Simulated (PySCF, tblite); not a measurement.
# C₆H₇F₂ radical: geometry, infrared bands and EPR parameters

Wanted: the infrared bands and EPR parameters of C₆H₇F₂ radical (`C=C[C@@H]1[CH][C@@H]1C(F)F`), by calculation.

The runs use tblite 0.8.0 and PySCF 2.14.0, with density-fitted response routines of our own; the level of theory stands in each step. All values are computed, except where a source is named. Atoms count from 0, in the outputs and in this text.

## (1) The starting structure

15 atoms, charge 0, multiplicity 2; geometry from: force field or distance geometry start.

Bonds of the start (Å): C0–C1 1.34, C1–C2 1.49, C2–C3 1.51, C3–C4 1.51, C4–C5 1.51, C5–F6 1.38, C5–F7 1.36, C4–C2 1.52, C0–H8 1.08, C0–H9 1.11, C1–H10 1.07, C2–H11 1.10, C3–H12 1.11, C4–H13 1.09, C5–H14 1.12.

## (2) Relaxing the molecule with GFN2-xTB

The job: settings as JSON, then the geometry in Å.

```
{"job": {"kind": "relax", "xc": "GFN2-xTB", "basis": "xTB"}, "charge": 0, "multiplicity": 2}
C      2.012800     0.715300     0.955300
C      1.278600     0.284700    -0.082900
C      0.337800    -0.853600     0.114800
C     -0.273000    -1.336100    -1.176300
C     -1.135000    -0.614700    -0.166400
C     -1.497300     0.831500    -0.397800
F     -1.154500     1.511600     0.754700
F     -2.848700     0.903500    -0.527900
H      2.719300     1.531000     0.888700
H      1.865100     0.220500     1.935100
H      1.432100     0.784000    -1.022400
H      0.488400    -1.547400     0.959000
H     -0.345900    -2.445700    -1.232800
H     -1.907200    -1.254300     0.259200
H     -0.976900     1.277600    -1.282300
```

Command:

```sh
$ OMP_NUM_THREADS=1 python probes_run.py task.json out
```

The driver reads the jobs from task.json and runs them one after another.

**Question.** This job is followed by: GFN2-xTB harmonic vibrations, gas phase; UKS B3LYP, pcH-1 on C F H, non-relativistic, mean-field spin-orbit, GIAO. What will the session give for the following? strongest single infrared mode (GFN2-xTB); zero-point energy (GFN2-xTB); g(iso) (B3LYP); ⟨S²⟩; largest a(iso); potential on the surface of density 0.002 e/bohr³, 1st and 99th percentile.

**Answer**, as computed:

| quantity | value |
| --- | --- |
| strongest single infrared mode (GFN2-xTB) | 1021 cm⁻¹, 110 km/mol |
| zero-point energy (GFN2-xTB) | 69.0 kcal/mol |
| g(iso) (B3LYP) | 2.00265 |
| ⟨S²⟩ | 0.753 (exact 0.75) |
| largest a(iso) | 13C on C3, 255.6 MHz |
| potential on the surface of density 0.002 e/bohr³, 1st and 99th percentile | -0.97 V and 1.23 V |

In words: Relaxing lowered the energy by 0.593 eV in 74 steps; the close pair that moved most is C3–C4, from 1.511 to 1.460 Å. All 39 modes are real, so the xTB geometry is a minimum. The strongest single mode, at 1021 cm⁻¹, is spread over many atoms; the largest shares are those of H13, C5. GFN2-xTB is a fitted tight-binding method: band positions and strengths are rough. Its intensities can rank the bands wrongly. C3 carries the largest spin population, 0.98 e. The isotropic g lies 0.3 ppt above the free-electron value. These values are for one conformer; the search (at its own cheap level) found 2 more, at 1.16, 1.56 kcal/mol, and measured spectra average over such forms.
